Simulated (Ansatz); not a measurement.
Predict the output of the script below (Ansatz's Python interface).

`methods_ch6clsbsi.py`:
```python
"""CH6ClSbSi at several levels of theory."""

import ansatz as az
from ase import Atoms

atoms = Atoms(["Si", "C", "Sb", "Cl", "H", "H", "H", "H", "H", "H"], positions=[
    [-0.1352, 1.211, -0.763],
    [-0.0214, -0.5788, -0.456],
    [1.1662, -0.8973, 1.2913],
    [-0.5548, -0.352, 2.7694],
    [1.1524, 1.8326, -0.9957],
    [-1.0019, 1.485, -1.9789],
    [-0.8038, 1.901, 0.3824],
    [0.5052, -1.0408, -1.3356],
    [-1.0192, -1.0015, -0.2588],
    [0.7956, -2.6103, 1.3478],
])
system = az.Crystal.molecule_from_ase(atoms)

setup = system.calculation().basis(gaussian="def2-SVP")

methods = ["mp2", "ccsd", "ccsd_t"]
batch = az.Session.batch([setup.correlation(m).input() for m in methods])
reports = sorted(batch.plan().execute().molecular_reports, key=lambda each: each["member"])
print(f"Hartree-Fock reference {reports[0]['reference_energy_ev'] / 27.211386246:.6f} Ha")
best = reports[-1]["free_energy_ev"] - reports[-1]["reference_energy_ev"]
for method, each in zip(methods, reports):
    gained = each["free_energy_ev"] - each["reference_energy_ev"]
    print(f"{method:8s} total {each['free_energy_ev'] / 27.211386246:.6f} Ha  correlation {gained:9.4f} eV  ({100 * gained / best:.1f} % of the last)")
```

Running `python methods_ch6clsbsi.py` prints:
```text
Hartree-Fock reference -1028.793961 Ha
mp2      total -1029.292256 Ha  correlation  -13.5593 eV  (86.8 % of the last)
ccsd     total -1029.352568 Ha  correlation  -15.2005 eV  (97.3 % of the last)
ccsd_t   total -1029.368180 Ha  correlation  -15.6253 eV  (100.0 % of the last)
```

What to keep in mind:
- Total energies depend on the basis set; only differences at equal settings carry meaning.
- The geometry is a force-field or estimated start, not a minimum of this method, and the basis set is short of its limit. A lower total doesn't mark the better method: functionals have no common bound, and MP2 and coupled cluster aren't variational.
- def2 sets replace the cores of elements past krypton by effective core potentials.
- Inner cores stay frozen; a filled d shell under the valence of the heavier atoms is correlated with it.
